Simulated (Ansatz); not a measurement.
# B2PLYP/STO-3G run of PH2F (phosphinous fluoride(8ci,9ci))

Aim: the electronic atomisation energy of PH2F (phosphinous fluoride(8ci,9ci)) at B2PLYP/STO-3G, from 4 runs. 

Program for the calculation: Ansatz 0.2.0.

50 further runs of the same task are left out: 50 set aside as unsound or not needed.

**1. The structure to begin with**

PH2F has 4 atoms, charge 0, and is taken as a singlet. As SMILES, `FP`. Geometry: relaxed at GFN2-xTB.

Bond lengths: F1–P2 1.632 Å, P2–H3 1.406 Å, P2–H4 1.406 Å. Angles: F1–P2–H3 93.5°, F1–P2–H4 93.5°, H3–P2–H4 91.6°.

**2. The energy at B2PLYP/STO-3G**

The input, input.yaml:

```yaml
crystal:
  periodic: [false, false, false]
  atoms:
    - {symbol: F, position_ang: [1.160540, 0.668850, -0.222660]}
    - {symbol: P, position_ang: [-0.072030, -0.369080, -0.479670]}
    - {symbol: H, position_ang: [-1.053910, 0.574260, -0.129560]}
    - {symbol: H, position_ang: [-0.034600, -0.874030, 0.831900]}
basis:
  gaussian: {orbitals: STO-3G}
hamiltonian: {xc: {name: B2PLYP}}
correlation: {frozen_orbitals: {F: 1, H: 0, P: 5}}
accuracy: high
```

Started as:

```
$ ansatz run input.yaml --threads 1 --pin off --max-ram 2610MiB --events-out events.jsonl --progress --plain --runs-dir runs
```

Output:

```text
Warning: RAYON_NUM_THREADS=1 ignored (pool sized by the plan → 1); use --threads N
Functional definition: B2PLYP
  name "B2PLYP"
  parameter a = 0.53
  parameter c = 0.27
  exchange = (1 - a)*b88_x + a*exact_x
  correlation = (1 - c)*lyp_c + c*(mp2_os + mp2_ss)
268 factors; integrals over basis functions are off by at most 1.5e-8 eV
mean field evaluation 1: about -11883.6413 eV, gradient 1.5e1 eV
mean field evaluation 2: about -11883.6593 eV, gradient 1.5e1 eV
mean field evaluation 4: about -11884.7600 eV, gradient 4.2e-1 eV
mean field evaluation 8: about -11884.7608 eV, gradient 1.8e-3 eV
mean field evaluation 16: about -11884.7608 eV, gradient 1.7e-8 eV
mean field -11884.76082390 eV, -436.7569044981 hartree, gradient 1.7e-8 eV, S^2 0.000000; 0 other end points of the search recorded, 0 dependent functions left out
6 core orbitals not correlated: weight in the atoms' cores, before any rotation towards them, 1.000 or more for the frozen orbitals, at most 0.000 for the correlated occupied ones
reference -11884.76083712 eV, -436.7569049840 hartree; 7, 7 occupied and 3, 3 virtual orbitals, 268 factors
second order -1.94031613 eV of doubles, -0.00000000 eV of singles
Total energy: -11885.28472248 eV, -436.7761574157 hartree
```

Run time: 0.78 s. Hardware: 1 thread of Arm Neoverse V2, shared host.

**3. The F atom at the same level**

The input, input.yaml:

```yaml
crystal:
  periodic: [false, false, false]
  atoms:
    - symbol: F
      position_ang: [0.000000, 0.000000, 0.000000]
basis:
  gaussian: {orbitals: STO-3G}
magnetization: {spin_polarized: true, initial_magnetization: 1}
hamiltonian: {xc: {name: B2PLYP}}
correlation: {frozen_orbitals: {F: 1}}
accuracy: high
```

Started as:

```
$ ansatz run input.yaml --threads 1 --pin off --max-ram 2610MiB --events-out events.jsonl --progress --plain --runs-dir runs
```

Output, shortened:

```text
Warning: RAYON_NUM_THREADS=1 ignored (pool sized by the plan → 1); use --threads N
[... 6 set-up lines as earlier in the session ...]
15 factors; integrals over basis functions are off by at most 1.2e-9 eV
mean field evaluation 1: about -2671.8152 eV, gradient 1.3e-12 eV
mean field evaluation 2: about -2671.8159 eV, gradient 7.1e-12 eV
mean field -2671.81592848 eV, -98.1874243497 hartree, gradient 0.0e0 eV, S^2 0.750000; 0 other end points of the search recorded, 0 dependent functions left out
1 core orbitals not correlated: weight in the atoms' cores, before any rotation towards them, 1.000 or more for the frozen orbitals, at most 0.000 for the correlated occupied ones
reference -2671.81593295 eV, -98.1874245139 hartree; 4, 3 occupied and 0, 1 virtual orbitals, 15 factors
second order 0.00000000 eV of doubles, 0.00000000 eV of singles
Total energy: -2671.81593295 eV, -98.1874245139 hartree
```

Wall time 0.14 s (1 thread of Arm Neoverse V2, shared host).

**4. The H atom at the same level**

The input, in.yaml:

```yaml
basis:
  gaussian:
    orbitals: STO-3G
crystal:
  periodic: [false, false, false]
  atoms:
    - {symbol: H, position_ang: [0.000000, 0.000000, 0.000000]}
magnetization:
  spin_polarized: true
  initial_magnetization: 1
hamiltonian:
  xc: {name: B2PLYP}
correlation:
  frozen_orbitals: {H: 0}
accuracy: high
```

Run the same way, it converges to -0.46478 Eh (log not shown).

**5. The P atom at the same level**

The input, molecule.yaml:

```yaml
crystal:
  periodic: [false, false, false]
  atoms:
    - symbol: P
      position_ang: [0.000000, 0.000000, 0.000000]
basis:
  gaussian:
    orbitals: STO-3G
magnetization:
  spin_polarized: true
  initial_magnetization: 3
hamiltonian:
  xc: {name: B2PLYP}
correlation:
  frozen_orbitals: {P: 5}
accuracy: high
```

Run the same way, it converges to -337.22807 Eh (log not shown).

**6. Outcome**

At B2PLYP/STO-3G, 6 core orbitals frozen:

```
                     quantity          value
       molecule: total energy  -436.77616 Eh
         F atom: total energy   -98.18742 Eh
                 F atom: ⟨S²⟩          0.750
         H atom: total energy    -0.46478 Eh
                 H atom: ⟨S²⟩          0.750
         P atom: total energy  -337.22807 Eh
                 P atom: ⟨S²⟩          3.750
electronic atomisation energy      11.731 eV
```

Taking the molecule apart into free atoms costs 11.73 eV (271 kcal/mol), before zero-point energy and without spin-orbit coupling. In a minimal basis such a difference can be off by several eV, whatever the method.
